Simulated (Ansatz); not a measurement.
**CH2FInSe: how energies converge with the basis set**

One table from this session's results is given with a row withheld; the runs are named, their logs left out.

The runs use Ansatz 0.2.0, Gaussian basis; one geometry, several basis sets.

Levels to be run: PBE0-D4/def2-SVP; ωB97M-V/def2-SVP; PBE0-D4/def2-QZVPP; ωB97M-V/def2-QZVPP; the functionals' def2-TZVPP values are taken from earlier runs.

### Structure used throughout

All runs share one geometry, relaxed beforehand with PBE0-D4 in a triple-zeta def2 set. In takes the def2 core potential; no spin-orbit term is included.

SMILES `F[C](=[Se])[InH2]`, 6 atoms, charge 0, spin multiplicity 1.

Atoms are counted from 1 here; the program's logs count them from 0.

Bond lengths: F1–C2 1.314 Å, C2–Se3 1.773 Å, C2–In4 2.175 Å, In4–H5 1.707 Å, In4–H6 1.707 Å. Angles: F1–C2–Se3 121.6°, F1–C2–In4 139.0°, Se3–C2–In4 99.4°, C2–In4–H5 114.1°, C2–In4–H6 114.1°, H5–In4–H6 131.8°.

Set-up of the first run:

in.yaml

```yaml
crystal:
  periodic: [false, false, false]
  atoms:
    - {symbol: F, position_ang: [1.879349, -1.003576, 0.967198]}
    - {symbol: C, position_ang: [0.703294, -0.766459, 0.430817]}
    - {symbol: Se, position_ang: [-0.485468, -2.059069, 0.190224]}
    - {symbol: In, position_ang: [-0.428999, 0.908703, -0.370182]}
    - {symbol: H, position_ang: [-0.223734, 1.150101, -2.047399]}
    - {symbol: H, position_ang: [-1.402242, 1.706299, 0.783141]}
basis:
  gaussian: {orbitals: def2-SVP}
hamiltonian: {xc: pbe0, dispersion: d4}
output: {orbitals: {seedname: orbitals}}
```

Among the steps run: PBE0-D4 in def2-SVP; ωB97M-V in def2-SVP; PBE0-D4 in def2-QZVPP; ωB97M-V in def2-QZVPP.

One table of the session follows, with a row left open; its other results are not shown here.

It belongs to the step «Density functionals: the series». 

```
functional       basis  HOMO (eV)  LUMO (eV)
   PBE0-D4    def2-SVP      -6.88      -2.40
   PBE0-D4  def2-TZVPP      -6.94      -2.47
   PBE0-D4  def2-QZVPP      -6.96      -2.50
   ωB97M-V    def2-SVP          ?          ?
   ωB97M-V  def2-TZVPP      -9.00      -0.30
   ωB97M-V  def2-QZVPP      -9.01      -0.35
```

Q: Estimate the row for ωB97M-V, def2-SVP from the others.

As computed: HOMO (eV): -8.91; LUMO (eV): -0.16. In the column «HOMO (eV)» it lies between ωB97M-V, def2-TZVPP (-9.00) and PBE0-D4, def2-QZVPP (-6.96).
